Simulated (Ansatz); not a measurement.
# SmO3: the cost of one run

Method: DFT PBE, scalar-relativistic, plane waves, PAW; 4f electrons in the core of a trivalent norm-conserving potential, in Ansatz 0.2.0.

## (1) Starting point

The structure is tetragonal, space group P4/mmm (No. 123). The conventional cell has a = 2.991 Å, b = 2.991 Å, c = 7.797 Å, α = 90.00°, β = 90.00°, γ = 90.00°. Sm (site symmetry 4/mmm) has 8 O at 2.80 Å and 4 Sm at 2.99 Å as nearest neighbours. Around O (site symmetry 4mm) lie 4 Sm at 2.80 Å. Around O (site symmetry 4/mmm) lie 12 O at 2.95 to 2.99 Å.

As a file:

```
CELL_PARAMETERS angstrom
2.99051 0.00000 0.00000
0.00000 2.99051 0.00000
0.00000 0.00000 7.79673
ATOMIC_POSITIONS crystal
Sm 0.00000 0.00000 0.00000
O 0.50000 0.50000 0.76422
O 0.00000 0.00000 0.50000
O 0.50000 0.50000 0.23578
```

The cell is invented: species swapped into a database cell of Er3Mg (P4/mmm, No. 123), with O on the Er sites and Sm on the Mg sites. Its size is a rough estimate.

## (2) The guess as it stands, on a coarse mesh

The input, input.yaml:

```yaml
crystal:
  lattice:
    - [2.99051213, 0.0, 0.0]
    - [0.0, 2.99051213, 0.0]
    - [0.0, 0.0, 7.79673239]
  atoms:
    - { symbol: Sm, position: [0.0, 0.0, 0.0] }
    - { symbol: O, position: [0.5, 0.5, 0.76421982] }
    - { symbol: O, position: [0.0, 0.0, 0.5] }
    - { symbol: O, position: [0.5, 0.5, 0.23578018] }
basis:
  ecutwfc: 690
kpoints:
  mp_grid: { grid: [6, 6, 2] }
hamiltonian:
  xc: pbe
  pseudopotentials:
    kind: paw
    azcp: { Sm: "pseudopotentials/pbe/nc/lanthanide_3plus/Sm.nc.azcp" }
scf:
  occupations: { method: gaussian, width: 0.1 }
  lower_state_search: "off"
output:
  forces: true
  stress: true
  eigenvalues: true
```

Launch:

```
> ansatz run input.yaml --threads 1 --pin off --max-ram 2560MiB --backend cpu --events-out ev --progress --plain --runs-dir out
```

What time and memory should one allow on 1 thread of AMD EPYC 9R45 (Zen 5), shared host?

About 2.9 s, with a peak of 0.36 GiB.
